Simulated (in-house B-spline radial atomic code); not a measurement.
**Kr²⁵⁺: RPA and G0W0 on different mean-field starts**

Aim: see how far the highest quasi-particle level and the RPA correlation energy of Kr²⁵⁺ depend on the orbitals that they are built on.

Method: RPA, second order, AC-SOSEX and G0W0 (contour deformation) on a scalar-relativistic mean field, all electrons; no spin-orbit coupling, Breit or QED terms, no two-electron picture change. Code: an in-house B-spline radial atomic code, version 1.

## Step 1: What is computed

- element: krypton (Z = 36)
- charge: +25
- electrons: 11
- configuration: [Ne] 3s1
- next ion, run as well: [He] 2s2 2p6
- Hamiltonian: scalar-relativistic (spin-free one-electron X2C), finite nucleus
- starts: Hartree-Fock, PBE, B3LYP, TPSS, r2SCAN0

Outer shells as boxes (Hund's rule):

Kr25+
```
[Ne] core
3s [↑ ]
```

## Step 2: The run with the Hartree-Fock start

The run's settings:

```ini
Z = 36
electrons = 11.0
configuration = [Ne] 3s1
hamiltonian = x2c
method = hf
lmax = 9
rms_radius = 4.1884
spin_polarised = True
box_radius = 3.47
intervals = 63
```

Run with:

```bash
> python run_gw.py task.json out
```

The settings of every run stand in task.json; they run in order.

The runs that follow: The run with the PBE start; The run with the B3LYP start; The run with the TPSS start; The run with the r2SCAN0 start.

Before running it: what results should come out? Wanted: highest level, mean field; highest level, G0W0; RPA correlation energy; RPA+SOSEX.

The runs gave:

```
                                       quantity                                                          value
highest level, mean field (range over the runs)                                        -1205.13 to -1185.86 eV
      highest level, G0W0 (range over the runs)                                        -1208.57 to -1207.83 eV
                         RPA correlation energy                                     -0.7546 to -0.7113 hartree
                                      RPA+SOSEX                                     -0.4513 to -0.4366 hartree
    semi-empirical ionisation energy (3s shell)  1205.2 eV (NIST Atomic Spectra Database, ionization energies)
            G0W0 removal energy less that value                                              +2.60 to +3.34 eV
```

Across the starts the mean-field level varies by 19.3 eV and the G0W0 level by 0.75 eV (3.9 % as much). Semilocal starts leave the level too high; G0W0 lowers it by 23 eV. RPA gives the most correlation on PBE and the least on Hartree-Fock (5.7 % apart); over the runs it loosely follows the gap of the start, as smaller excitation energies give more correlation. All runs miss the semi-empirical ionisation energy, 1205.2 eV, by about +3.17 eV (+0.26 %), far more than they differ among themselves. The missing Breit and QED terms are far too small here to explain the miss, which is the method's own. Read as a removal energy, the bare PBE level is off by -19.4 eV (-1.6 %) and the nearest bare level, Hartree-Fock's, by -0.102 eV. As differences of total energies the mean miss over the starts is 1.9 eV for mean field, 2.1 eV for RPA, 0.46 eV for RPA+SOSEX.
